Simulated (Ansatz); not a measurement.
# F3GaH4OSi: the cost of one run

Method: the settings change from run to run; program: Ansatz 0.2.0, Gaussian basis.

**1. The geometry**

The geometry comes from an earlier relaxation with PBE0-D4 in a triple-zeta def2 set; it is a stationary point, not always the lowest conformer.

10 atoms, charge 0, spin multiplicity 1.

Atoms are counted from 1 here; the program's logs count them from 0.

Bond lengths: F1–Ga2 1.742 Å, Ga2–F3 1.758 Å, Ga2–F4 1.750 Å, Ga2–O5 2.011 Å, O5–Si6 1.714 Å, O5–H7 0.963 Å, Si6–H8 1.475 Å, Si6–H9 1.471 Å, Si6–H10 1.482 Å. Angles: F1–Ga2–F3 116.9°, F1–Ga2–F4 117.4°, F1–Ga2–O5 106.1°, F3–Ga2–F4 119.1°, F3–Ga2–O5 92.3°, F4–Ga2–O5 97.2°, Ga2–O5–Si6 121.4°, Ga2–O5–H7 112.5°, Si6–O5–H7 117.4°, O5–Si6–H8 109.7°, O5–Si6–H9 105.4°, O5–Si6–H10 104.2°, H8–Si6–H9 113.8°, H8–Si6–H10 110.8°, H9–Si6–H10 112.3°.

**2. wB97X-V/def2-TZVPP**

Options: atoms shaken by 0.15 Å, a grid of angular degree 23, relativity set to none.

Contents of in.yaml:

```yaml
crystal:
  periodic: [false, false, false]
  atoms:
    - {symbol: F, position_ang: [-1.582766, -2.188385, 0.916075]}
    - {symbol: Ga, position_ang: [-0.374634, -1.553942, 0.073886]}
    - {symbol: F, position_ang: [1.011213, -1.360820, 0.782605]}
    - {symbol: F, position_ang: [-0.143500, -2.099790, -1.688470]}
    - {symbol: O, position_ang: [-0.610718, 0.452939, -0.174874]}
    - {symbol: Si, position_ang: [0.511349, 1.189367, 0.562561]}
    - {symbol: H, position_ang: [-0.793578, 0.335578, -1.158517]}
    - {symbol: H, position_ang: [1.992020, 1.296703, -0.089136]}
    - {symbol: H, position_ang: [0.299851, 0.968372, 1.859500]}
    - {symbol: H, position_ang: [0.184547, 2.660005, -0.308654]}
basis:
  gaussian: {orbitals: def2-TZVPP, final_grid: {core_spheres: 8, valence_spheres: 7, degree: 23}}
hamiltonian: {xc: {name: wB97X-V}, pseudopotentials: {relativity: none}}
```

Run with:

```sh
> ansatz run in.yaml --threads 4 --pin off --events-out ev --progress --plain --max-ram 11315MiB
```

**Question.** How long does this run take on 4 threads of Arm Neoverse V2, shared host, and how much memory does it need?

About 5.5 s, with a peak of 0.78 GiB.
